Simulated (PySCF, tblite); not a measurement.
# C₆H₈Br radical: geometry, infrared bands and EPR parameters

What infrared bands and EPR parameters should C₆H₈Br radical (`Br[C]1C[C@@H]2CC[C@H]12`) show?

Computed with tblite 0.8.0 and PySCF 2.14.0, with density-fitted response routines of our own, on a single molecule in the gas phase. Atoms are numbered from 0 throughout.

## (1) Starting geometry

15 atoms, charge 0, multiplicity 2; geometry from: force field or distance geometry start.

Bonds of the start (Å): Br0–C1 1.92, C1–C2 1.53, C2–C3 1.49, C3–C4 1.48, C4–C5 1.52, C5–C6 1.50, C6–C1 1.50, C6–C3 1.52, C2–H7 1.12, C2–H8 1.10, C3–H9 1.11, C4–H10 1.11, C4–H11 1.11, C5–H12 1.10, C5–H13 1.09, C6–H14 1.10.

## (2) Geometry optimisation with GFN2-xTB

The job: settings as JSON, then the geometry in Å.

```
{"job": {"kind": "relax", "xc": "GFN2-xTB", "basis": "xTB"}, "charge": 0, "multiplicity": 2}
Br     0.359600     2.274900    -0.990600
C      0.995400     1.133300     0.420600
C      1.647100    -0.131200    -0.144600
C      0.368300    -0.869000     0.047700
C     -0.812300    -0.537400    -0.781400
C     -1.396000     0.365100     0.292200
C     -0.069400     0.244200     0.980200
H      2.418400    -0.468000     0.588300
H      2.030200    -0.029900    -1.166900
H      0.404900    -1.867300     0.528900
H     -0.629100    -0.049800    -1.757800
H     -1.488100    -1.405300    -0.933400
H     -1.562800     1.404900    -0.032800
H     -2.208100    -0.078900     0.873600
H     -0.062500     0.022400     2.054200
```

Launch:

```sh
> OMP_NUM_THREADS=1 python probes_run.py task.json out
```

One launch serves the whole session: the jobs run in the order shown.

**Question.** This job is followed by: GFN2-xTB harmonic vibrations, gas phase; UKS B3LYP, def2-TZVP-core on Br, pcH-1 on C H, non-relativistic, mean-field spin-orbit, GIAO. What will the session give for the following? strongest single infrared mode (GFN2-xTB); zero-point energy (GFN2-xTB); g(iso) (B3LYP); ⟨S²⟩; largest a(iso); potential on the surface of density 0.002 e/bohr³, 1st and 99th percentile.

As calculated:

```
                                                                  quantity                 value
                                 strongest single infrared mode (GFN2-xTB)  3023 cm⁻¹, 76 km/mol
                                              zero-point energy (GFN2-xTB)         76.0 kcal/mol
                                                            g(iso) (B3LYP)               2.01443
                                                                      ⟨S²⟩    0.754 (exact 0.75)
                                                            largest a(iso)  13C on C1, 212.2 MHz
potential on the surface of density 0.002 e/bohr³, 1st and 99th percentile    -0.60 V and 0.74 V
```

What this shows: Over 61 steps the energy fell by 1.045 eV; of the close pairs, C3–C4 changed most, 1.480 to 1.536 Å. No mode is imaginary among the 39: a minimum at this level. The strongest single mode, at 3023 cm⁻¹, moves mainly H11. GFN2-xTB is a fitted tight-binding method: band positions and strengths are rough. Its intensities can rank the bands wrongly. C1 carries the largest spin population, 0.88 e. The isotropic g lies 12.1 ppt above the free-electron value. The hyperfine terms hold no scalar relativity, which the heavier nuclei need. These values are for one conformer; the search (at its own cheap level) found 2 more, at 1.01, 1.01 kcal/mol, and measured spectra average over such forms.
